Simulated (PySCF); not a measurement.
# C3H9BSi: the cost of one run

Programs: PySCF 2.14.0, with density-fitted response routines of our own. Each step states its level of theory. These are calculated values for one molecule in the gas phase, unless marked as measured. Atoms are numbered from 0 throughout.

**1. Starting geometry**

14 atoms, charge 0, multiplicity 1; geometry from: GFN2-xTB.

Bonds of the start (Å): C0–C1 1.33, C1–B2 1.55, B2–C3 1.55, C3–Si4 1.91, C0–H5 1.08, C0–H6 1.08, C1–H7 1.09, B2–H8 1.17, C3–H9 1.09, C3–H10 1.09, Si4–H11 1.47, Si4–H12 1.47, Si4–H13 1.46.

**2. Ultraviolet spectrum: CAM-B3LYP/def2-SVPD**

What the job is given:

```
{"job": {"kind": "uv", "xc": "CAM-B3LYP", "basis": "def2-SVPD", "nstates": 8, "ntriplets": 3}, "charge": 0, "multiplicity": 1}
C     -2.611014     0.112829     0.835594
C     -1.415930    -0.168059     0.318673
B     -0.499814     0.870631    -0.379140
C      0.787065     0.399385    -1.108558
Si     2.221069     0.343804     0.158211
H     -3.014362     1.113053     0.800011
H     -3.242123    -0.629352     1.303291
H     -1.082945    -1.200986     0.383082
H     -0.768245     2.011735    -0.321842
H      1.104015     1.066215    -1.910471
H      0.705487    -0.605318    -1.525171
H      3.428631    -0.100391    -0.548300
H      1.924713    -0.602243     1.237489
H      2.462777     1.668248     0.734965
```

Method: TDDFT CAM-B3LYP/def2-SVPD, vertical, gas phase, core orbitals frozen in the response.

Run with:

```bash
> OMP_NUM_THREADS=1 python probes_run.py task.json out
```

This one command runs all jobs of the session in turn.

Q: Estimate the wall time and peak memory of this first job on 1 thread of Arm Neoverse N1, shared host.

About 47 s, with a peak of 0.76 GiB.
